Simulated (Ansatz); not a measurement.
**SiGeHF (singlet): the correlation ladder, cc-pVTZ**

An exercise on one series of results from a longer session: the logs are not shown, and one member is left open.

Method: cc-pVTZ, core rule «outside noble gas», up to 20 orbitals frozen; program: Ansatz 0.2.0, Gaussian basis.

To be run: UHF; CCSD(T) on RHF; CCSD(T) on UHF; BCCD(T) on RHF; CCSDT(Q) on RHF.

## What is computed

The geometry is a PBE0/def2-TZVP stationary point (not a proven minimum). No spin-orbit coupling is included. The filled d shell of Ge may be among the frozen orbitals whatever the setting's name suggests.

4 atoms, charge 0, spin multiplicity 1.

Atoms are counted from 1 here; the program's logs count them from 0.

Bond lengths: F1–Si3 1.604 Å, Ge2–Si3 2.275 Å, Si3–H4 1.490 Å. Angles: F1–Si3–Ge2 127.1°, F1–Si3–H4 107.5°, Ge2–Si3–H4 125.4°.

The first run:

in.yaml reads:

```yaml
crystal:
  periodic: [false, false, false]
  atoms:
    - {symbol: F, position_ang: [0.000000, -0.570508, -2.366098]}
    - {symbol: Ge, position_ang: [0.000000, -0.053434, 1.081331]}
    - {symbol: Si, position_ang: [0.000000, 0.458218, -1.135107]}
    - {symbol: H, position_ang: [0.000000, 1.836321, -1.702238]}
basis:
  gaussian: {orbitals: cc-pVTZ}
magnetization: {spin_polarized: true, initial_magnetization: 0}
hamiltonian: {xc: hf}
output: {orbitals: {seedname: orbitals}}
```

Started as:

```sh
$ ansatz run in.yaml --threads 1 --pin off --events-out ev --progress --plain --max-ram 4096MiB --backend cpu
```

Among the steps run: UHF; CCSD(T) on RHF; CCSD(T) on UHF; BCCD(T) on RHF; CCSDT(Q) on RHF.

One of the session's tables, all rows but one given; the rest of the session is left out.

| method | from RCCSDT(Q) (kJ/mol) |
| --- | --- |
| RHF | +1293.3 |
| UHF | +1256.0 |
| RMP2 | +129.0 |
| RCCSD | +55.8 |
| RCCSD(T) | +6.7 |
| BCCD(T) | +6.2 |
| RCCSDT | ? |
| RCCSDT(Q) | 0 |

**Question.** Estimate the row for RCCSDT.

The run gave: from RCCSDT(Q) (kJ/mol): +3.3. In the column «from RCCSDT(Q) (kJ/mol)» it lies between RCCSDT(Q) (0) and BCCD(T) (+6.2).

Not comparable, so not listed: CCSD(T) on UHF (they don't share determinant, frozen orbitals or solution with the rows shown, or repeat one).

Caveats from the session: The determinant of HF (⟨S²⟩ 1.03) is far from a pure spin state, so its energy mixes those of several spin states; that is harmless only where they are near-degenerate. Warnings: restricted reference is unstable; spin contamination.
